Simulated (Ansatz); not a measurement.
# C2H8OSi (SMILES CC[SiH2]O) at B3LYP/6-31G(d) (spherical functions)

What is the energy change on altering one bond length of C2H8OSi at B3LYP/6-31G* (spherical functions)? 

The calculation is run with Ansatz 0.2.0.

73 further runs of the same task are left out: 73 set aside as unsound or not needed.

## Step 1: The system as given

C2H8OSi: 12 atoms, total charge 0, spin state singlet. SMILES: `CC[SiH2]O`. The shape is that of a PBE0-D4/def2-TZVP optimisation. This is one conformer, not always the lowest.

Bond lengths: C1–C2 1.526 Å, C2–Si3 1.868 Å, Si3–O4 1.653 Å, C1–H5 1.094 Å, C1–H6 1.093 Å, C1–H7 1.093 Å, C2–H8 1.096 Å, C2–H9 1.097 Å, Si3–H10 1.494 Å, Si3–H11 1.484 Å, O4–H12 0.957 Å. Some angles: C1–C2–Si3 113.6°, C2–Si3–O4 112.4°, C1–C2–H8 110.5°, C1–C2–H9 110.5°, Si3–C2–H8 108.4°, Si3–C2–H9 107.5°, C2–C1–H5 111.5°, C2–C1–H6 111.3°, C2–C1–H7 111.8°, C2–Si3–H10 108.7°.

## Step 2: The energy at B3LYP/6-31G(d) (spherical functions)

File job.yaml:

```yaml
crystal:
  periodic: [false, false, false]
  atoms:
    - {symbol: C, position_ang: [-1.462000, -0.315100, -0.130400]}
    - {symbol: C, position_ang: [-0.193100, -0.595200, 0.670600]}
    - {symbol: Si, position_ang: [1.348100, 0.138200, -0.088600]}
    - {symbol: O, position_ang: [1.258000, 1.782700, -0.229600]}
    - {symbol: H, position_ang: [-1.384700, -0.701300, -1.150800]}
    - {symbol: H, position_ang: [-1.659100, 0.758300, -0.198700]}
    - {symbol: H, position_ang: [-2.341400, -0.775300, 0.326800]}
    - {symbol: H, position_ang: [-0.292100, -0.210900, 1.691700]}
    - {symbol: H, position_ang: [-0.031100, -1.675800, 0.767200]}
    - {symbol: H, position_ang: [1.555800, -0.473500, -1.435500]}
    - {symbol: H, position_ang: [2.530600, -0.124900, 0.769100]}
    - {symbol: H, position_ang: [0.748100, 2.137600, -0.957900]}
basis:
  gaussian: {orbitals: 6-31G_st_-spherical.json}
hamiltonian: {xc: {name: B3LYP}}
accuracy: high
output: {orbitals: {seedname: orbitals}}
```

The basis set 6-31G* is read from a file made from the Basis Set Exchange's data (not shown).

Launch:

```sh
$ ansatz run job.yaml --threads 1 --pin off --max-ram 3480MiB --events-out events.jsonl --progress --plain --runs-dir runs
```

Output:

```text
Warning: RAYON_NUM_THREADS=1 ignored (pool sized by the plan → 1); use --threads N
Functional definition: B3LYP
  name "B3LYP"
  parameter a0 = 0.2
  parameter ax = 0.72
  parameter ac = 0.81
  exchange = (1 - a0 - ax)*slater_x + ax*b88_x + a0*exact_x
  correlation = (1 - ac)*vwn_rpa_c + ac*lyp_c
1873 factors; integrals over basis functions are off by at most 4.0e-9 eV
mean field evaluation 1: about -12121.1051 eV, gradient 6.6e1 eV
mean field evaluation 2: about -12111.6718 eV, gradient 9.4e1 eV
mean field evaluation 4: about -12129.9743 eV, gradient 4.1e0 eV
mean field evaluation 8: about -12130.2438 eV, gradient 1.9e-1 eV
mean field evaluation 16: about -12130.2439 eV, gradient 1.7e-5 eV
mean field -12130.24390080 eV, -445.7782411797 hartree, gradient 4.2e-8 eV, S^2 0.000000; 0 other end points of the search recorded, 0 dependent functions left out
reference -12130.24394072 eV, -445.7782426469 hartree; 21, 21 occupied and 55, 55 virtual orbitals, 1873 factors
Total energy: -12130.24394072 eV, -445.7782426469 hartree
```

Wall time 3 s (1 thread of AMD EPYC 9R45 (Zen 5), shared host); peak memory 0.27 GiB.

## Step 3: The distorted shape, same level

File run.yaml:

```yaml
basis:
  gaussian: {orbitals: 6-31G_st_-spherical.json}
crystal:
  periodic: [false, false, false]
  atoms:
    - {symbol: C, position_ang: [-2.477139, -0.091016, -0.771212]}
    - {symbol: C, position_ang: [-0.193100, -0.595200, 0.670600]}
    - {symbol: Si, position_ang: [1.348100, 0.138200, -0.088600]}
    - {symbol: O, position_ang: [1.258000, 1.782700, -0.229600]}
    - {symbol: H, position_ang: [-2.399839, -0.477216, -1.791612]}
    - {symbol: H, position_ang: [-2.674239, 0.982384, -0.839512]}
    - {symbol: H, position_ang: [-3.356539, -0.551216, -0.314012]}
    - {symbol: H, position_ang: [-0.292100, -0.210900, 1.691700]}
    - {symbol: H, position_ang: [-0.031100, -1.675800, 0.767200]}
    - {symbol: H, position_ang: [1.555800, -0.473500, -1.435500]}
    - {symbol: H, position_ang: [2.530600, -0.124900, 0.769100]}
    - {symbol: H, position_ang: [0.748100, 2.137600, -0.957900]}
hamiltonian: {xc: {name: B3LYP}}
accuracy: high
output: {orbitals: {seedname: orbitals}}
```

The basis set 6-31G* is read from a file made from the Basis Set Exchange's data (not shown).

Launch:

```sh
$ ansatz run run.yaml --threads 1 --pin off --max-ram 3480MiB --events-out events.jsonl --progress --plain --runs-dir runs
```

Output:

```text
Warning: RAYON_NUM_THREADS=1 ignored (pool sized by the plan → 1); use --threads N
Functional definition: B3LYP
  name "B3LYP"
  parameter a0 = 0.2
  parameter ax = 0.72
  parameter ac = 0.81
  exchange = (1 - a0 - ax)*slater_x + ax*b88_x + a0*exact_x
  correlation = (1 - ac)*vwn_rpa_c + ac*lyp_c
1812 factors; integrals over basis functions are off by at most 6.8e-9 eV
mean field evaluation 1: about -12118.3571 eV, gradient 6.1e1 eV
mean field evaluation 2: about -12109.9568 eV, gradient 8.8e1 eV
mean field evaluation 4: about -12125.5067 eV, gradient 1.1e1 eV
mean field evaluation 8: about -12126.0880 eV, gradient 8.5e-1 eV
mean field evaluation 16: about -12126.0903 eV, gradient 6.5e-5 eV
mean field -12126.09032780 eV, -445.6256001874 hartree, gradient 7.3e-8 eV, S^2 0.000000; 0 other end points of the search recorded, 0 dependent functions left out
reference -12126.09037088 eV, -445.6256017707 hartree; 21, 21 occupied and 55, 55 virtual orbitals, 1812 factors
Total energy: -12126.09037088 eV, -445.6256017707 hartree
```

Wall time 2.8 s (1 thread of AMD EPYC 9R45 (Zen 5), shared host); peak memory 0.26 GiB.

## Step 4: Summary of results

Level: B3LYP/6-31G* (spherical functions).

| quantity | value |
| --- | --- |
| first shape: total energy | -445.77824 Eh |
| first shape: HOMO energy | -7.57 eV |
| first shape: LUMO energy | 0.77 eV |
| first shape: HOMO–LUMO gap | 8.35 eV |
| distorted shape: total energy | -445.62560 Eh |
| distorted shape: HOMO energy | -6.59 eV |
| distorted shape: LUMO energy | -2.66 eV |
| distorted shape: HOMO–LUMO gap | 3.93 eV |
| energy change with the C1–C2 bond stretched from 1.526 to 2.748 Å | 4.154 eV |

One bond (distorted shape) is far stretched, which a spin-restricted single reference describes badly; a broken-symmetry solution may lie lower. With the C1–C2 bond stretched from 1.526 to 2.748 Å the energy rises by 4.15 eV (96 kcal/mol). The first shape isn't relaxed at this level, so the change isn't measured from a minimum. A restricted reference can't describe the breaking bond well at this length.
